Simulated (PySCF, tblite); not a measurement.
**C₄H₁₃NSi₂: a rotation path, then NMR shifts on frames**

Aim: move C₄H₁₃NSi₂ (`C/C=C\CN([SiH3])[SiH3]`) away from its starting geometry and see how NMR shifts follow the geometry.

The runs use tblite 0.8.0 and PySCF 2.14.0, with density-fitted response routines of our own; the level of theory stands in each step. All values are computed, except where a source is named. Atoms are numbered from 0 throughout.

## (1) Starting geometry

20 atoms, charge 0, multiplicity 1; geometry from: GFN2-xTB.

Bonds of the start (Å): C0–C1 1.49, C1–C2 1.32, C2–C3 1.50, C3–N4 1.46, N4–Si5 1.73, N4–Si6 1.74, C0–H7 1.09, C0–H8 1.09, C0–H9 1.09, C1–H10 1.08, C2–H11 1.08, C3–H12 1.10, C3–H13 1.09, Si5–H14 1.47, Si5–H15 1.46, Si5–H16 1.47, Si6–H17 1.47, Si6–H18 1.47, Si6–H19 1.46.

## (2) A band between two rotamers with GFN2-xTB

What the job is given:

```
{"job": {"kind": "neb", "xc": "GFN2-xTB", "basis": "xTB", "atoms": [2, 3, 4, 5], "turn": 120}, "charge": 0, "multiplicity": 1}
C      2.708342    -0.751826    -0.660621
C      1.922964     0.501285    -0.868542
C      0.861525     0.912384    -0.191481
C      0.153078     0.205532     0.921617
N     -1.242914    -0.046443     0.593551
Si    -2.368249     1.237940     0.898522
Si    -1.526698    -1.384875    -0.475460
H      2.205848    -1.445929     0.005906
H      2.876326    -1.244660    -1.617361
H      3.684703    -0.509562    -0.238791
H      2.306667     1.135110    -1.659564
H      0.394541     1.850389    -0.463569
H      0.195808     0.832179     1.819881
H      0.637268    -0.745061     1.153716
H     -2.042649     1.755007     2.231113
H     -3.697314     0.641363     0.849238
H     -2.273912     2.336350    -0.075111
H     -0.787535    -2.523124     0.081599
H     -1.047542    -1.125065    -1.839141
H     -2.965405    -1.620317    -0.468539
```

With the program's defaults for keys left out, this is: GFN2-xTB climbing-image nudged elastic band, gas phase.

The run is started by

```
OMP_NUM_THREADS=1 python probes_run.py task.json out
```

This one command runs all jobs of the session in turn.

The program printed:

```text
image   E - E0 / eV
  0       0.0000
  1       0.0241
  2       0.0776
  3       0.1306
  4       0.1574
  5       0.1378
  6       0.0908
  7       0.0576
  8       0.0020
```

Wall time 7.6 s (1 thread of Intel Xeon Platinum 8488C, shared host); peak memory 0.19 GiB.

The final band, with the dihedral C2–C3–N4–Si5:

| image | dihedral (°) | energy (eV) | energy (kcal/mol) |
| --- | --- | --- | --- |
| 0 | -85 | 0.000 | 0.0 |
| 1 | -67 | 0.024 | 0.6 |
| 2 | -50 | 0.078 | 1.8 |
| 3 | -31 | 0.131 | 3.0 |
| 4 | -7 | 0.157 | 3.6 |
| 5 | 19 | 0.138 | 3.2 |
| 6 | 43 | 0.091 | 2.1 |
| 7 | 67 | 0.058 | 1.3 |
| 8 | 78 | 0.002 | 0.0 |

## (3) NMR shieldings: image 0, PBE0/pcSseg-1

What the job is given:

```
{"job": {"kind": "nmr", "xc": "PBE0", "basis": "pcSseg-1", "pop": false}, "charge": 0, "multiplicity": 1}
C      2.708300    -0.751800    -0.660600
C      1.923000     0.501300    -0.868500
C      0.861500     0.912400    -0.191500
C      0.153100     0.205500     0.921600
N     -1.242900    -0.046400     0.593600
Si    -2.368200     1.237900     0.898500
Si    -1.526700    -1.384900    -0.475500
H      2.205800    -1.445900     0.005900
H      2.876300    -1.244700    -1.617400
H      3.684700    -0.509600    -0.238800
H      2.306700     1.135100    -1.659600
H      0.394500     1.850400    -0.463600
H      0.195800     0.832200     1.819900
H      0.637300    -0.745100     1.153700
H     -2.042600     1.755000     2.231100
H     -3.697300     0.641400     0.849200
H     -2.273900     2.336400    -0.075100
H     -0.787500    -2.523100     0.081600
H     -1.047500    -1.125100    -1.839100
H     -2.965400    -1.620300    -0.468500
```

Level: GIAO PBE0/pcSseg-1 NMR shielding, non-relativistic, gas phase.

The program printed:

```text
coarse grid: 16720 points
cycle   1  E = -793.3324288068  dE =  5.216e-01  |g| = 4.586e-01  |ddm| = 3.927e+00
cycle   2  E = -793.2987079213  dE =  3.372e-02  |g| = 6.033e-01  |ddm| = 9.915e-01
cycle   3  E = -793.3813174326  dE = -8.261e-02  |g| = 9.995e-02  |ddm| = 6.414e-01
cycle   4  E = -793.3832994757  dE = -1.982e-03  |g| = 3.220e-02  |ddm| = 1.145e-01
cycle   5  E = -793.3835415981  dE = -2.421e-04  |g| = 1.028e-02  |ddm| = 3.617e-02
cycle   6  E = -793.3835629719  dE = -2.137e-05  |g| = 4.311e-03  |ddm| = 1.047e-02
cycle   7  E = -793.3835674185  dE = -4.447e-06  |g| = 3.927e-04  |ddm| = 3.762e-03
final grid: 149512 points
cycle   8  E = -793.4215791867  dE = -3.050e-05  |g| = 7.312e-03  |ddm| = 2.660e-02
cycle   9  E = -793.4215722938  dE =  6.893e-06  |g| = 9.090e-03  |ddm| = 1.516e-02
cycle  10  E = -793.4215925729  dE = -2.028e-05  |g| = 1.288e-03  |ddm| = 8.918e-03
cycle  11  E = -793.4215929349  dE = -3.620e-07  |g| = 2.390e-04  |ddm| = 1.288e-03
cycle  12  E = -793.4215929468  dE = -1.195e-08  |g| = 7.631e-05  |ddm| = 2.510e-04
cycle  13  E = -793.4215929480  dE = -1.158e-09  |g| = 3.229e-05  |ddm| = 8.281e-05
cycle  14  E = -793.4215929482  dE = -2.540e-10  |g| = 5.395e-06  |ddm| = 3.225e-05
converged SCF energy = -793.4215929482

GIAO shielding tensors (ppm)
atom      isotropic    diamagn.    paramagn.     s11        s22        s33       span
  0 C      171.238     248.861     -77.623    153.784    176.452    183.479     29.695
  1 C       53.834     255.614    -201.780    -55.832     57.367    159.968    215.799
  2 C       52.736     260.288    -207.552    -57.003     63.869    151.344    208.347
  3 C      136.483     246.057    -109.574    114.532    126.362    168.553     54.021
  4 N      252.798     328.833     -76.035    229.694    249.900    278.799     49.105
  5 Si     395.186     880.641    -485.455    336.984    370.391    478.183    141.198
  6 Si     397.394     881.357    -483.963    343.873    371.383    476.924    133.051
  7 H       29.513      32.226      -2.713     24.792     30.885     32.863      8.071
  8 H       30.009      28.910       1.099     26.479     27.379     36.167      9.688
  9 H       30.015      27.623       2.392     25.876     27.192     36.976     11.099
 10 H       25.799      31.655      -5.856     23.134     25.754     28.507      5.373
 11 H       25.912      34.303      -8.391     22.553     25.421     29.761      7.208
 12 H       28.242      32.202      -3.960     23.460     27.881     33.384      9.923
 13 H       27.758      33.385      -5.627     23.565     26.666     33.044      9.479
 14 H       27.043      29.742      -2.699     23.721     25.209     32.199      8.478
 15 H       26.950      29.692      -2.743     23.167     25.620     32.062      8.895
 16 H       26.793      29.901      -3.108     22.792     25.098     32.489      9.697
 17 H       27.203      30.754      -3.551     24.376     25.037     32.196      7.820
 18 H       26.985      30.938      -3.953     23.556     25.554     31.845      8.289
 19 H       27.076      30.563      -3.486     23.267     25.874     32.087      8.820
```

It took 42 s on 1 thread of Intel Xeon Platinum 8488C, shared host; peak memory 0.9 GiB.

The references, computed at this level on geometries of the same kind, shield at (ppm): ¹H TMS 31.72, ¹³C TMS 186.9, ²⁹Si TMS 349.2, ¹⁵N NH3 267.7. Their shielding less the atom's gives the shift. The references are single molecules in the gas phase, so shifts against H2O, NH3, PH3, H3PO4 or CFCl3 are not on the usual liquid scales and can be off by tens of ppm. Each atom is listed at this fixed geometry, with no averaging over motion; a spectrum would average atoms that exchange fast.

| atoms | environment | σ (ppm) | δ (ppm) |
| --- | --- | --- | --- |
| C2 | alkene CH | 52.7 | 134.2 |
| C1 | alkene CH | 53.8 | 133.1 |
| C3 | allylic sp3 CH2 bonded to N | 136.5 | 50.4 |
| C0 | allylic methyl carbon | 171.2 | 15.7 |
| H10 | hydrogen on an alkene CH | 25.80 | 5.92 |
| H11 | hydrogen on an alkene CH | 25.91 | 5.81 |
| H16 | hydrogen on a silicon bonded to N | 26.79 | 4.92 |
| H15 | hydrogen on a silicon bonded to N | 26.95 | 4.77 |
| H18 | hydrogen on a silicon bonded to N | 26.98 | 4.73 |
| H14 | hydrogen on a silicon bonded to N | 27.04 | 4.67 |
| H19 | hydrogen on a silicon bonded to N | 27.08 | 4.64 |
| H17 | hydrogen on a silicon bonded to N | 27.20 | 4.51 |
| H13 | hydrogen on an allylic sp3 CH2 bonded to N | 27.76 | 3.96 |
| H12 | hydrogen on an allylic sp3 CH2 bonded to N | 28.24 | 3.48 |
| H7 | hydrogen on an allylic methyl carbon | 29.51 | 2.20 |
| H8 | hydrogen on an allylic methyl carbon | 30.01 | 1.71 |
| H9 | hydrogen on an allylic methyl carbon | 30.01 | 1.70 |
| N4 | nitrogen bonded to C, 2 Si | 252.8 | 14.9 |
| Si5 | silicon bonded to N, 3 H | 395.2 | -46.0 |
| Si6 | silicon bonded to N, 3 H | 397.4 | -48.2 |

## (4) Nuclear shieldings: image 2, PBE0/pcSseg-1

What the job is given:

```
{"job": {"kind": "nmr", "xc": "PBE0", "basis": "pcSseg-1", "pop": false}, "charge": 0, "multiplicity": 1}
C      2.678900    -0.459000    -0.947400
C      1.973000     0.807800    -0.594200
C      0.929000     0.965600     0.204900
C      0.156600    -0.083200     0.941200
N     -1.235900    -0.159400     0.507700
Si    -2.144600     1.318800     0.450500
Si    -1.779200    -1.680000    -0.118700
H      2.143100    -1.339000    -0.605700
H      2.805400    -0.521100    -2.027600
H      3.673700    -0.458900    -0.500000
H      2.407000     1.692600    -1.045500
H      0.547500     1.965900     0.362400
H      0.175100     0.166100     2.011900
H      0.620200    -1.062800     0.823600
H     -1.769100     2.104900     1.630200
H     -3.555800     0.952800     0.485200
H     -1.857400     2.086500    -0.770100
H     -1.341700    -2.720900     0.819700
H     -1.197600    -1.955600    -1.439600
H     -3.233400    -1.610600    -0.191700
```

Level: GIAO PBE0/pcSseg-1 NMR shielding, non-relativistic, gas phase.

The program printed:

```text
coarse grid: 16720 points
cycle   1  E = -793.3285198738  dE =  5.224e-01  |g| = 4.621e-01  |ddm| = 3.944e+00
cycle   2  E = -793.2931697042  dE =  3.535e-02  |g| = 6.119e-01  |ddm| = 1.012e+00
cycle   3  E = -793.3779726046  dE = -8.480e-02  |g| = 9.792e-02  |ddm| = 6.616e-01
cycle   4  E = -793.3798654583  dE = -1.893e-03  |g| = 3.220e-02  |ddm| = 1.142e-01
cycle   5  E = -793.3801069591  dE = -2.415e-04  |g| = 1.044e-02  |ddm| = 3.586e-02
cycle   6  E = -793.3801291714  dE = -2.221e-05  |g| = 4.293e-03  |ddm| = 1.054e-02
cycle   7  E = -793.3801335899  dE = -4.418e-06  |g| = 3.547e-04  |ddm| = 3.722e-03
final grid: 149512 points
cycle   8  E = -793.4190400715  dE = -2.922e-05  |g| = 7.401e-03  |ddm| = 2.612e-02
cycle   9  E = -793.4190331918  dE =  6.880e-06  |g| = 9.174e-03  |ddm| = 1.517e-02
cycle  10  E = -793.4190537377  dE = -2.055e-05  |g| = 1.282e-03  |ddm| = 8.991e-03
cycle  11  E = -793.4190540913  dE = -3.536e-07  |g| = 2.498e-04  |ddm| = 1.303e-03
cycle  12  E = -793.4190541042  dE = -1.293e-08  |g| = 7.854e-05  |ddm| = 2.600e-04
cycle  13  E = -793.4190541055  dE = -1.210e-09  |g| = 3.471e-05  |ddm| = 8.302e-05
cycle  14  E = -793.4190541057  dE = -2.947e-10  |g| = 4.846e-06  |ddm| = 3.481e-05
converged SCF energy = -793.4190541057

GIAO shielding tensors (ppm)
atom      isotropic    diamagn.    paramagn.     s11        s22        s33       span
  0 C      170.899     248.881     -77.982    153.404    176.063    183.230     29.826
  1 C       53.435     255.735    -202.300    -55.451     56.377    159.378    214.829
  2 C       51.647     261.775    -210.128    -60.744     64.549    151.136    211.879
  3 C      138.867     244.811    -105.944    114.634    130.332    171.637     57.003
  4 N      262.935     329.487     -66.552    236.677    249.140    302.986     66.309
  5 Si     400.337     880.873    -480.536    360.525    369.132    471.353    110.827
  6 Si     397.703     881.032    -483.329    349.359    366.934    476.817    127.458
  7 H       29.516      32.429      -2.913     24.654     30.722     33.172      8.519
  8 H       29.938      29.077       0.861     26.403     27.304     36.109      9.706
  9 H       30.007      27.650       2.356     25.968     27.188     36.864     10.896
 10 H       25.818      31.525      -5.707     23.043     25.745     28.667      5.623
 11 H       25.704      34.248      -8.544     22.790     24.358     29.963      7.173
 12 H       28.057      30.931      -2.874     22.963     27.185     34.022     11.059
 13 H       28.035      33.823      -5.788     23.596     27.394     33.115      9.519
 14 H       26.976      30.143      -3.167     24.156     24.667     32.106      7.951
 15 H       27.067      29.970      -2.903     23.406     25.810     31.986      8.579
 16 H       26.895      30.430      -3.535     23.166     25.093     32.426      9.260
 17 H       26.949      29.846      -2.897     23.661     24.962     32.225      8.564
 18 H       26.965      30.629      -3.664     23.169     25.404     32.322      9.153
 19 H       27.035      30.157      -3.122     23.198     25.811     32.096      8.897
```

Wall time 41 s (1 thread of Intel Xeon Platinum 8488C, shared host); peak memory 0.9 GiB.

This run: δ C2 135.3, C1 133.5, C3 48.1, C0 16.0, H11 6.01, H10 5.90 ppm.

(Part 1 of 2 ends here.)
